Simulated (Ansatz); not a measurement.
# NaSe3: the cost of one run

Program: Ansatz 0.2.0. Level of theory: DFT PBE, scalar-relativistic, plane waves, PAW. These are calculated values, not measurements.

## 1. The structure to begin with

It takes space group I4/mmm (No. 139, tetragonal). Conventional cell: a = 4.466 Å, b = 4.466 Å, c = 9.977 Å, α = 90.00°, β = 90.00°, γ = 90.00°. Around Na (site symmetry 4/mmm) lie 12 Se at 3.16 to 3.35 Å. Around Se (site symmetry 4/mmm) lie 4 Na at 3.16 Å. Around Se (site symmetry -4m2) lie 8 Se at 3.16 to 3.35 Å and 4 Na at 3.35 Å.

Structure file:

```cif
data_structure
_symmetry_space_group_name_H-M 'I4/mmm'
_symmetry_Int_Tables_number 139
_cell_length_a 4.4663
_cell_length_b 4.4663
_cell_length_c 9.9768
_cell_angle_alpha 90.000
_cell_angle_beta 90.000
_cell_angle_gamma 90.000
_cell_volume 199.02
loop_
_atom_site_label
_atom_site_type_symbol
_atom_site_symmetry_multiplicity
_atom_site_Wyckoff_symbol
_atom_site_fract_x
_atom_site_fract_y
_atom_site_fract_z
_atom_site_occupancy
Na1 Na 2 a 0.00000 0.00000 0.00000 1
Se1 Se 2 b 0.50000 0.50000 0.00000 1
Se2 Se 4 d 0.50000 0.00000 0.25000 1
```

This is candidate A: TiAl3 (D0_22) type (I4/mmm, No. 139).

(A quick probe on a coarse mesh, which set the mesh and smearing, is not shown.)

## 3. Rough relaxation on the coarse mesh (candidate A)

Contents of input.yaml:

```yaml
crystal:
  lattice:
    - [-2.2331719141, 2.2331719141, 4.9883840159]
    - [2.2331719141, -2.2331719141, 4.9883840159]
    - [2.2331719141, 2.2331719141, -4.9883840159]
  atoms:
    - { symbol: Na, position: [0.0, 0.0, 0.0] }
    - { symbol: Se, position: [0.5, 0.5, 0.0] }
    - { symbol: Se, position: [0.25, 0.75, 0.5] }
    - { symbol: Se, position: [0.75, 0.25, 0.5] }
basis:
  ecutwfc: 420
kpoints:
  mp_grid: { grid: [6, 6, 6] }
hamiltonian:
  xc: pbe
scf:
  occupations: { method: gaussian, width: 0.1 }
  lower_state_search: "off"
output:
  forces: true
  stress: true
  eigenvalues: true
relax:
  adjacent_minimum: "off"
  f_tol: 0.04
  max_steps: 70
  cell: { stress_tol: 0.4 }
```

Launch:

```
ansatz run input.yaml --threads 1 --pin off --max-ram 2560MiB --backend cpu --events-out ev --progress --plain --runs-dir out
```

**Question.** How long does this run take on 1 thread of Arm Neoverse N1, shared host, and how much memory does it need?

About 63 s, with a peak of 0.41 GiB.
